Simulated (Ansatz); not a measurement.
# CH6BFGeS: one species, many methods

Aim: compute CH6BFGeS with functionals from several rungs and with coupled cluster, and see how far each lands from CCSD(T) at the basis-set limit for the atomisation energy.

The runs use Ansatz 0.2.0, Gaussian basis; functionals in def2-TZVPP, the program's frozen cores in correlated methods.

Levels to be run: LDA (SPW92), PBE-D4, revPBE-D4, BLYP-D4, r2SCAN-D4, B97M-V, PBE0-D4, B3LYP-D4, r2SCANh-D4, r2SCAN0-D4, HSE06-D4, BHLYP-D4, CAM-B3LYP-D4, LC-ωPBE, ωB97X-V, ωB97M-V, B2PLYP, PBE-QIDH; CCSD(T)/def2-SVP; CCSD(T)/def2-TZVPP; MP2/def2-QZVPP; extrapolation to the limit; RPA on PBE.

## 1. Structure used throughout

All runs share one geometry, relaxed beforehand with PBE0-D4 in a triple-zeta def2 set.

11 atoms, charge 0, spin multiplicity 1.

Atoms are counted from 1 here; the program's logs count them from 0.

Bond lengths: C1–S2 1.807 Å, C1–H6 1.089 Å, C1–H7 1.090 Å, C1–H8 1.089 Å, S2–Ge3 2.373 Å, S2–B4 2.014 Å, Ge3–B4 2.095 Å, Ge3–H9 1.543 Å, Ge3–H10 1.542 Å, B4–F5 1.351 Å, B4–H11 1.199 Å. Angles: S2–C1–H6 110.4°, S2–C1–H7 108.1°, S2–C1–H8 108.9°, H6–C1–H7 109.4°, H6–C1–H8 109.9°, H7–C1–H8 110.1°, C1–S2–Ge3 101.9°, C1–S2–B4 101.0°, Ge3–S2–B4 56.3°, S2–Ge3–B4 53.1°, S2–Ge3–H9 101.6°, S2–Ge3–H10 102.0°, B4–Ge3–H9 123.8°, B4–Ge3–H10 124.9°, H9–Ge3–H10 107.8°, S2–B4–Ge3 70.5°, S2–B4–F5 113.1°, S2–B4–H11 109.2° and more.

## 2. LDA

This LDA is Slater exchange with PW92 correlation.

in.yaml reads:

```yaml
crystal:
  periodic: [false, false, false]
  atoms:
    - {symbol: C, position_ang: [-1.008713, 0.839957, 1.017379]}
    - {symbol: S, position_ang: [0.388768, 1.084631, -0.101301]}
    - {symbol: Ge, position_ang: [1.370223, -1.075555, -0.134851]}
    - {symbol: B, position_ang: [-0.003293, -0.298138, -1.512163]}
    - {symbol: F, position_ang: [0.452797, 0.047847, -2.736071]}
    - {symbol: H, position_ang: [-1.411931, -0.165526, 0.907132]}
    - {symbol: H, position_ang: [-1.778054, 1.568782, 0.763400]}
    - {symbol: H, position_ang: [-0.671696, 0.994012, 2.041385]}
    - {symbol: H, position_ang: [0.979076, -1.616122, 1.256285]}
    - {symbol: H, position_ang: [2.875445, -0.743921, -0.106009]}
    - {symbol: H, position_ang: [-1.127224, -0.692967, -1.374686]}
basis:
  gaussian: {orbitals: def2-TZVPP}
hamiltonian: {xc: lda}
output: {orbitals: {seedname: orbitals}}
```

On the command line:

```
$ ansatz run in.yaml --threads 4 --pin off --events-out ev --progress --plain --max-ram 10444MiB
```

Further steps of the session: PBE-D4 (GGA); revPBE-D4 (GGA); BLYP-D4 (GGA); r2SCAN-D4 (meta-GGA); B97M-V (meta-GGA); PBE0-D4 (hybrid); B3LYP-D4 (hybrid); r2SCANh-D4 (hybrid); r2SCAN0-D4 (hybrid); HSE06-D4 (hybrid); BHLYP-D4 (hybrid); CAM-B3LYP-D4 (range-separated); LC-ωPBE (range-separated); ωB97X-V (range-separated); ωB97M-V (range-separated); B2PLYP (double hybrid); PBE-QIDH (double hybrid); CCSD(T) in def2-SVP; CCSD(T) in def2-TZVPP; MP2 in def2-QZVPP; RPA on PBE orbitals.

**Question.** What will the summary of the whole plan be? Wanted: atomisation energy, CCSD(T)/CBS; farthest beyond LDA; mean size of error, GGA; mean size of error, meta-GGA; mean size of error, hybrid; mean size of error, range-separated; mean size of error, double hybrid; gap, smallest and largest; T1 diagnostic.

**Answer**, as computed:

```
                               quantity                                                                                                                                  value
        atomisation energy, CCSD(T)/CBS                                                                                                                              38.818 eV
    functionals within 0.388 eV (1.0 %)  revPBE-D4, BLYP-D4, r2SCAN-D4, PBE0-D4, B3LYP-D4, r2SCANh-D4, r2SCAN0-D4, HSE06-D4, CAM-B3LYP-D4, LC-ωPBE, ωB97X-V, ωB97M-V, PBE-QIDH
                    farthest beyond LDA                                                                                                                   BHLYP-D4 (-1.145 eV)
                mean size of error, GGA                                                                                                                               0.376 eV
           mean size of error, meta-GGA                                                                                                                               0.397 eV
             mean size of error, hybrid                                                                                                                               0.311 eV
    mean size of error, range-separated                                                                                                                               0.120 eV
      mean size of error, double hybrid                                                                                                                               0.342 eV
              gap, smallest and largest                                                                                              3.86 eV (LDA (SPW92)), 10.27 eV (LC-ωPBE)
                          T1 diagnostic                                                                                                                                 0.0125
triples share of the correlation energy                                                                                                                                  3.9 %
```

**Reading.** The LDA atomisation energy is off by 5.861 eV (15 %): it overbinds. PBE-D4 misses by +0.767 eV. Double hybrids carry the basis error of their MP2 part in triple zeta, and no dispersion term here, so their miss is partly the set-up's. The rungs range-separated, hybrid, double hybrid, GGA miss on average by less than the doubt on the reference (0.388 eV), so they tie. Misses under about 0.388 eV are within the doubt on the reference itself, which lacks core-valence correlation, relativity and higher excitations, and its outer-core shells are covered unevenly. Hartree-Fock recovers 73 % of the binding; the rest is correlation. CCSD(T) in def2-SVP is off by -2.232 eV, worse than the median functional, from the basis alone. Orbital gaps span 3.9 to 10.3 eV; exact exchange widens them. Correlated methods include outer-core shells of Ge, which these sets cover unevenly.
